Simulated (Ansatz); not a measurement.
# Ge (diamond type): the cost of one run

Program: Ansatz 0.2.0. Level of theory: DFT LDA, with the methods named in each step. These are calculated values, not measurements.

**1. Starting point**

It takes space group Fd-3m (No. 227, cubic). Conventional cell: a = 5.623 Å, b = 5.623 Å, c = 5.623 Å, α = 90.00°, β = 90.00°, γ = 90.00°. Ge (site symmetry -43m) is surrounded by 4 Ge at 2.43 Å.

Coordinates:

```
Ge
1.0
     0.00000    2.81139    2.81139
     2.81139    0.00000    2.81139
     2.81139    2.81139    0.00000
Ge
2
Direct
  0.87500 0.87500 0.87500
  0.12500 0.12500 0.12500
```

Whether this phase is the stable one at these pressures isn't tested.

Atoms are numbered in the order of the input: Ge1, Ge2.

**2. The reference volume, LAPW**

The input, input.yaml:

```yaml
crystal:
  lattice:
    - [0.0, 2.8113857777, 2.8113857777]
    - [2.8113857777, 0.0, 2.8113857777]
    - [2.8113857777, 2.8113857777, 0.0]
  atoms:
    - { symbol: Ge, position: [-0.125, -0.125, -0.125] }
    - { symbol: Ge, position: [0.125, 0.125, 0.125] }
kpoints:
  mp_grid: { grid: [12, 12, 12] }
  band_path:
    path:
      - [0.0, 0.0, 0.0]
      - [0.5, 0.0, 0.5]
      - [0.625, 0.25, 0.625]
      - [0.375, 0.375, 0.75]
      - [0.0, 0.0, 0.0]
      - [0.5, 0.5, 0.5]
      - [0.5, 0.25, 0.75]
      - [0.5, 0.0, 0.5]
    npoints: 14
scf:
  occupations: { method: fermi_dirac, width: 0.1 }
hamiltonian:
  xc: lda
  pseudopotentials: { kind: all_electron, lapw: { basis_error: 0.001 } }
output:
  forces: true
  stress: true
  eigenvalues: true
  populations: true
  dos: { projected: true, de: 0.2, e_range: [-14, 8] }
```

Launch:

```
ansatz run input.yaml --threads 1 --pin off --max-ram 2048MiB --backend cpu --events-out ev --progress --plain --runs-dir out
```

Q: Estimate wall time and peak memory on 1 thread of Intel Xeon Platinum 8488C (Sapphire Rapids), shared host.

About 19 s, with a peak of 0.43 GiB.
